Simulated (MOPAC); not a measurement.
**AlGeH5S (SMILES [AlH2][S][GeH3]): PM6-D3H4 (COSMO dichloromethane)**

What is the energy change on altering one bond length of AlGeH5S at PM6-D3H4 (COSMO dichloromethane)? 

Program for the calculation: MOPAC 23.2.5.

4 further runs of the same task are left out: 1 that didn't finish, 3 set aside as unsound or not needed.

**1. The molecule**

AlGeH5S: 8 atoms, total charge 0, spin state singlet. SMILES: `[AlH2][S][GeH3]`. The shape comes from GFN2-xTB, which is rough for such elements, and wasn't checked as a minimum.

Bond lengths: Al1–S2 2.185 Å, S2–Ge3 2.216 Å, Al1–H4 1.539 Å, Al1–H5 1.539 Å, Ge3–H6 1.505 Å, Ge3–H7 1.499 Å, Ge3–H8 1.506 Å. Angles: Al1–S2–Ge3 92.2°, S2–Al1–H4 120.1°, S2–Al1–H5 120.2°, S2–Ge3–H6 112.6°, S2–Ge3–H7 105.5°, S2–Ge3–H8 112.5°, H4–Al1–H5 119.5°, H6–Ge3–H7 109.4°, H6–Ge3–H8 107.5°, H7–Ge3–H8 109.3°.

**2. Energy and forces at PM6-D3H4 (COSMO dichloromethane)**

input.mop

```
PM6-D3H4 PRECISE CHARGE=0 GRADIENTS EPS=8.93 1SCF AUX(PRECISION=9) THREADS=1
PM6-D3H4 gradient

Al    0.000000  0    0.000000  0    0.000000  0   0   0   0
S     2.185254  1    0.000000  0    0.000000  0   1   0   0
Ge    2.216263  1   92.229920  1    0.000000  0   2   1   0
H     1.539340  1  120.135380  1  -87.445730  1   1   2   3
H     1.539210  1  119.467550  1 -174.723840  1   1   4   2
H     1.505170  1  112.561910  1  -61.046620  1   3   2   1
H     1.499495  1  109.364060  1  116.980590  1   3   6   2
H     1.505572  1  109.319670  1 -117.409190  1   3   7   6
```

On the command line:

```console
$ mopac input.mop
```

input.out:

```text
MOPAC v23.2.5
PM6-D3H4 CALCULATION RESULTS
[...]
           Empirical Formula: H5 Al S Ge  =     8 atoms
      MOLECULAR POINT GROUP   :   Cs
[...]
     SCF FIELD WAS ACHIEVED
[...]
          FINAL HEAT OF FORMATION =         39.36974 KCAL/MOL =     164.72298 KJ/MOL
          VAN DER WAALS AREA      =        136.00 SQUARE ANGSTROMS
          DIELECTRIC ENERGY       =         -0.35265 EV
          COSMO AREA              =        136.00 SQUARE ANGSTROMS
          COSMO VOLUME            =        132.41 CUBIC ANGSTROMS
          GRADIENT NORM           =         36.47079          =       12.89437 PER ATOM
          IONIZATION POTENTIAL    =          9.551345 EV
          HOMO LUMO ENERGIES (EV) =         -9.551 -0.890
          NO. OF FILLED LEVELS    =          9
          MOLECULAR WEIGHT        =        136.6710         POINT GROUP:  Cs
[...]
                             CARTESIAN COORDINATES
   1   Al        0.000000000     0.000000000     0.000000000
   2    S        2.185254000     0.000000000     0.000000000
   3   Ge        2.271487954     2.214584699     0.000000000
   4    H       -0.772817751     0.059329600     1.329962540
   5    H       -0.773913858     0.064067534    -1.328954520
   6    H        1.621585377     2.817834854    -1.216245296
   7    H        3.730638358     2.560008220     0.006924301
   8    H        1.611115421     2.817601253     1.211208570
           Empirical Formula: H5 Al S Ge  =     8 atoms
      MOLECULAR POINT GROUP   :   Cs
[...]
              NET ATOMIC CHARGES AND DIPOLE CONTRIBUTIONS
  ATOM NO.   TYPE          CHARGE      No. of ELECS.   s-Pop       p-Pop       d-Pop
    1         Al           0.498664        2.5013     1.03545     1.43427     0.03161
    2          S          -0.586236        6.5862     1.94205     4.56673     0.07746
    3         Ge          -0.096470        4.0965     1.18830     2.90817
    4          H          -0.073478        1.0735     1.07348
    5          H          -0.073299        1.0733     1.07330
    6          H           0.108108        0.8919     0.89189
    7          H           0.114536        0.8855     0.88546
    8          H           0.108174        0.8918     0.89183
 DIPOLE           X         Y         Z       TOTAL
 POINT-CHG.    -2.929     3.266     0.000     4.387
 HYBRID         1.157    -0.585     0.000     1.296
 SUM           -1.772     2.681     0.000     3.213
[...]
 * JOB ENDED NORMALLY *
[...]
```

It took 0.06 s on 1 thread of Arm Neoverse N1, shared host.

**3. The distorted shape, same level**

mol.mop

```
gradients precise eps=8.93 1scf pm6-d3h4 threads=1 aux(precision=6)
PM6-D3H4 gradient

Al    0.000000  0    0.000000  0    0.000000  0   0   0   0
S     2.185254  1    0.000000  0    0.000000  0   1   0   0
Ge    4.433000  1   92.229930  1    0.000000  0   2   1   0
H     1.539340  1  120.135380  1  -87.445730  1   1   2   3
H     1.539210  1  119.467550  1 -174.723840  1   1   4   2
H     1.505170  1  112.561900  1  -61.046620  1   3   2   1
H     1.499495  1  109.364060  1  116.980600  1   3   6   2
H     1.505572  1  109.319670  1 -117.409190  1   3   7   6
```

On the command line:

```console
$ mopac mol.mop
```

mol.out:

```text
MOPAC v23.2.5
PM6-D3H4 CALCULATION RESULTS
[...]
           Empirical Formula: H5 Al S Ge  =     8 atoms
      MOLECULAR POINT GROUP   :   Cs
[...]
     SCF FIELD WAS ACHIEVED
[...]
          FINAL HEAT OF FORMATION =        117.79210 KCAL/MOL =     492.84217 KJ/MOL
          VAN DER WAALS AREA      =        164.66 SQUARE ANGSTROMS
          DIELECTRIC ENERGY       =         -2.56279 EV
          COSMO AREA              =        164.66 SQUARE ANGSTROMS
          COSMO VOLUME            =        159.11 CUBIC ANGSTROMS
          GRADIENT NORM           =         54.28348          =       19.19211 PER ATOM
          IONIZATION POTENTIAL    =          8.535350 EV
          HOMO LUMO ENERGIES (EV) =         -8.535 -2.914
          NO. OF FILLED LEVELS    =          9
          MOLECULAR WEIGHT        =        136.6710         POINT GROUP:  Cs
[...]
                             CARTESIAN COORDINATES
   1   Al        0.000000000     0.000000000     0.000000000
   2    S        2.185254000     0.000000000     0.000000000
   3   Ge        2.357741125     4.429643010     0.000000000
   4    H       -0.772817751     0.059329600     1.329962540
   5    H       -0.773913858     0.064067534    -1.328954520
   6    H        1.707838595     5.032893037    -1.216245384
   7    H        3.816891510     4.775066606     0.006924368
   8    H        1.697368483     5.032659623     1.211208481
           Empirical Formula: H5 Al S Ge  =     8 atoms
      MOLECULAR POINT GROUP   :   Cs
[...]
              NET ATOMIC CHARGES AND DIPOLE CONTRIBUTIONS
  ATOM NO.   TYPE          CHARGE      No. of ELECS.   s-Pop       p-Pop       d-Pop
    1         Al           0.424532        2.5755     1.03965     1.50809     0.02773
    2          S          -1.251698        7.2517     1.97173     5.23165     0.04832
    3         Ge           0.921590        3.0784     1.20770     1.87071
    4          H          -0.083721        1.0837     1.08372
    5          H          -0.083612        1.0836     1.08361
    6          H           0.023839        0.9762     0.97616
    7          H           0.025412        0.9746     0.97459
    8          H           0.023659        0.9763     0.97634
 DIPOLE           X         Y         Z       TOTAL
 POINT-CHG.    -1.225    21.290    -0.002    21.325
 HYBRID         0.954    -1.632    -0.000     1.890
 SUM           -0.272    19.658    -0.002    19.659
[...]
 * JOB ENDED NORMALLY *
[...]
```

Run time: 0.24 s. Hardware: 1 thread of Arm Neoverse N1, shared host.

**4. Results**

Level: PM6-D3H4 (COSMO dichloromethane).

| quantity | value |
| --- | --- |
| first shape: dipole moment | 3.21 D |
| first shape: HOMO energy | -9.55 eV |
| first shape: LUMO energy | -0.89 eV |
| first shape: HOMO–LUMO gap | 8.66 eV |
| first shape: heat of formation | 39.4 kcal/mol |
| distorted shape: dipole moment | 19.66 D |
| distorted shape: HOMO energy | -8.54 eV |
| distorted shape: LUMO energy | -2.91 eV |
| distorted shape: HOMO–LUMO gap | 5.62 eV |
| distorted shape: heat of formation | 117.8 kcal/mol |
| energy change with the S2–Ge3 bond stretched from 2.216 to 4.433 Å | 3.401 eV |

**Reading.** One bond (distorted shape) is far stretched, which a spin-restricted single reference describes badly. With the S2–Ge3 bond stretched from 2.216 to 4.433 Å the energy rises by 3.40 eV (328 kJ/mol). The first shape isn't relaxed at this level, so the change isn't measured from a minimum. A restricted reference can't describe the breaking bond well at this length.
